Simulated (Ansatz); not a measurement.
# C₄H₁₂BClSi: a ladder of functionals and wavefunction methods

An exercise on one series of results from a longer session: the logs are not shown, and one member is left open.

The runs use Ansatz 0.2.0, Gaussian basis; functionals in def2-TZVPP, the program's frozen cores in correlated methods.

Plan: LDA (SPW92), PBE-D4, revPBE-D4, BLYP-D4, r2SCAN-D4, B97M-V, PBE0-D4, B3LYP-D4, r2SCANh-D4, r2SCAN0-D4, HSE06-D4, BHLYP-D4, CAM-B3LYP-D4, LC-ωPBE, ωB97X-V, ωB97M-V, B2PLYP, PBE-QIDH; CCSD(T)/def2-SVP; CCSD(T)/def2-TZVPP; MP2/def2-QZVPP; extrapolation to the limit; RPA on PBE.

## The relaxed structure

All runs share one geometry, relaxed beforehand with PBE0-D4 in a triple-zeta def2 set.

SMILES `C[Si](C)(C)CBCl`, 19 atoms, charge 0, spin multiplicity 1.

Atoms are counted from 1 here; the program's logs count them from 0.

Bond lengths: C1–Si2 1.870 Å, C1–H8 1.092 Å, C1–H9 1.094 Å, C1–H10 1.093 Å, Si2–C3 1.873 Å, Si2–C4 1.872 Å, Si2–C5 1.909 Å, C3–H11 1.093 Å, C3–H12 1.094 Å, C3–H13 1.093 Å, C4–H14 1.093 Å, C4–H15 1.093 Å, C4–H16 1.093 Å, C5–B6 1.526 Å, C5–H17 1.094 Å, C5–H18 1.095 Å, B6–Cl7 1.762 Å, B6–H19 1.194 Å. Angles: Si2–C1–H8 111.6°, Si2–C1–H9 110.5°, Si2–C1–H10 111.2°, H8–C1–H9 108.0°, H8–C1–H10 107.6°, H9–C1–H10 107.8°, C1–Si2–C3 110.0°, C1–Si2–C4 110.3°, C1–Si2–C5 109.7°, C3–Si2–C4 109.9°, C3–Si2–C5 107.3°, C4–Si2–C5 109.6°, Si2–C3–H11 111.2°, Si2–C3–H12 110.7°, Si2–C3–H13 111.3°, H11–C3–H12 107.8°, H11–C3–H13 107.9°, H12–C3–H13 107.8° and more.

The first run:

Input file in.yaml:

```yaml
crystal:
  periodic: [false, false, false]
  atoms:
    - {symbol: C, position_ang: [-1.722014, 0.712675, 0.400240]}
    - {symbol: Si, position_ang: [-0.201892, -0.316756, 0.046368]}
    - {symbol: C, position_ang: [-0.700166, -1.947949, -0.726783]}
    - {symbol: C, position_ang: [0.753989, -0.625751, 1.626387]}
    - {symbol: C, position_ang: [0.912005, 0.591077, -1.210252]}
    - {symbol: B, position_ang: [1.502235, 1.852182, -0.585870]}
    - {symbol: Cl, position_ang: [0.683636, 3.406016, -0.722426]}
    - {symbol: H, position_ang: [-1.461498, 1.672271, 0.852704]}
    - {symbol: H, position_ang: [-2.389101, 0.185320, 1.087913]}
    - {symbol: H, position_ang: [-2.281231, 0.919784, -0.515831]}
    - {symbol: H, position_ang: [-1.237744, -1.792221, -1.665692]}
    - {symbol: H, position_ang: [-1.355579, -2.509527, -0.055127]}
    - {symbol: H, position_ang: [0.173688, -2.569460, -0.938743]}
    - {symbol: H, position_ang: [1.021609, 0.311202, 2.121808]}
    - {symbol: H, position_ang: [1.679054, -1.174400, 1.430384]}
    - {symbol: H, position_ang: [0.158572, -1.215850, 2.328500]}
    - {symbol: H, position_ang: [0.276536, 0.781540, -2.080076]}
    - {symbol: H, position_ang: [1.688097, -0.138470, -1.464505]}
    - {symbol: H, position_ang: [2.499813, 1.858308, 0.071011]}
basis:
  gaussian: {orbitals: def2-TZVPP}
hamiltonian: {xc: lda}
output: {orbitals: {seedname: orbitals}}
```

Among the steps run: LDA; PBE-D4 (GGA); revPBE-D4 (GGA); BLYP-D4 (GGA); r2SCAN-D4 (meta-GGA); B97M-V (meta-GGA); PBE0-D4 (hybrid); B3LYP-D4 (hybrid); r2SCANh-D4 (hybrid); r2SCAN0-D4 (hybrid); HSE06-D4 (hybrid); BHLYP-D4 (hybrid); CAM-B3LYP-D4 (range-separated); LC-ωPBE (range-separated); ωB97X-V (range-separated); ωB97M-V (range-separated); B2PLYP (double hybrid); PBE-QIDH (double hybrid).

One of the session's tables, all rows but one given; the rest of the session is left out.

It belongs to the step «Orbital energies across the functionals». 

```
  functional  HOMO (eV)  gap (eV)
 LDA (SPW92)      -6.83      4.65
      PBE-D4      -6.72      4.81
   revPBE-D4      -6.67      4.88
     BLYP-D4      -6.61      4.87
   r2SCAN-D4      -7.02      5.42
      B97M-V      -7.13      5.54
     PBE0-D4      -8.06      7.09
    B3LYP-D4      -7.84      6.68
  r2SCANh-D4      -7.51      6.24
  r2SCAN0-D4      -8.25      7.47
    HSE06-D4      -7.66      6.31
    BHLYP-D4          ?         ?
CAM-B3LYP-D4      -9.44      9.58
     LC-ωPBE     -10.80     12.08
     ωB97X-V     -10.45     11.65
     ωB97M-V     -10.30     11.28
```

Estimate the missing values for BHLYP-D4.

Worked estimate for «HOMO (eV)». Against the share of exact exchange, BLYP-D4 (0, -6.61), B3LYP-D4 (0.2, -7.84) give a slope of -6.15 per unit share; at 0.5 the line stands at -9.68.

As computed: HOMO (eV): -9.30; gap (eV): 9.38. In «HOMO (eV)» the line misses by -0.38.
